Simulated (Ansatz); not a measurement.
What does this script print? It uses the Python package of Ansatz (0.2.0).

`run_methods.py`:
```python
# -*- coding: utf-8 -*-
"""One geometry of CH5NOSi, method by method."""

import warnings

import ansatz as az

BASIS_SET = "cc-pVDZ"

warnings.simplefilter("ignore", az.DeckWarning)

geometry_ang = [
    ("O", (-0.9624, 0.6633, -1.2298)),
    ("C", (-0.4428, 0.6215, 0.0636)),
    ("N", (0.8925, 0.1978, 0.0397)),
    ("Si", (0.0806, -1.0286, 0.7712)),
    ("H", (-0.7293, 1.5272, -1.6923)),
    ("H", (-0.7248, 1.3754, 0.8061)),
    ("H", (1.211, -0.124, -0.8724)),
    ("H", (0.2799, -2.1839, -0.1218)),
    ("H", (0.4839, -1.0951, 2.2186)),
]
system = az.Crystal.molecule()
for symbol, xyz in geometry_ang:
    system = system.atom(symbol, xyz)

base = system.calculation().basis(gaussian=BASIS_SET)

methods = ["mp2", "ccsd", "ccsd_t"]
reports = [base.correlation(m).run().report for m in methods]
print(f"Hartree-Fock reference {reports[0]['reference_energy_ev'] / 27.211386246:.6f} Ha")
best = reports[-1]["free_energy_ev"] - reports[-1]["reference_energy_ev"]
for method, each in zip(methods, reports):
    gained = each["free_energy_ev"] - each["reference_energy_ev"]
    print(f"{method:8s} total {each['free_energy_ev'] / 27.211386246:.6f} Ha  correlation {gained:9.4f} eV  ({100 * gained / best:.1f} % of the last)")
```

Running `python run_methods.py` prints:
```text
Hartree-Fock reference -458.928677 Ha
mp2      total -459.521295 Ha  correlation  -16.1260 eV  (91.3 % of the last)
ccsd     total -459.558694 Ha  correlation  -17.1436 eV  (97.1 % of the last)
ccsd_t   total -459.577616 Ha  correlation  -17.6585 eV  (100.0 % of the last)
```

Caveats:
- Total energies depend on the basis set; only differences at equal settings carry meaning.
- The geometry is a force-field or estimated start, not a minimum of this method, and the basis set is short of its limit. A lower total doesn't mark the better method: functionals have no common bound, and MP2 and coupled cluster aren't variational.
- Inner cores stay frozen, so this is valence correlation.
- For Al to Cl the sets with a tight d function, cc-pV(X+d)Z, are usual.
- The whole script took 6.9 s on 1 thread of INTEL(R) XEON(R) PLATINUM 8581C CPU @ 2.30GHz (Emerald Rapids), on a shared host, peak memory 0.34 GiB.
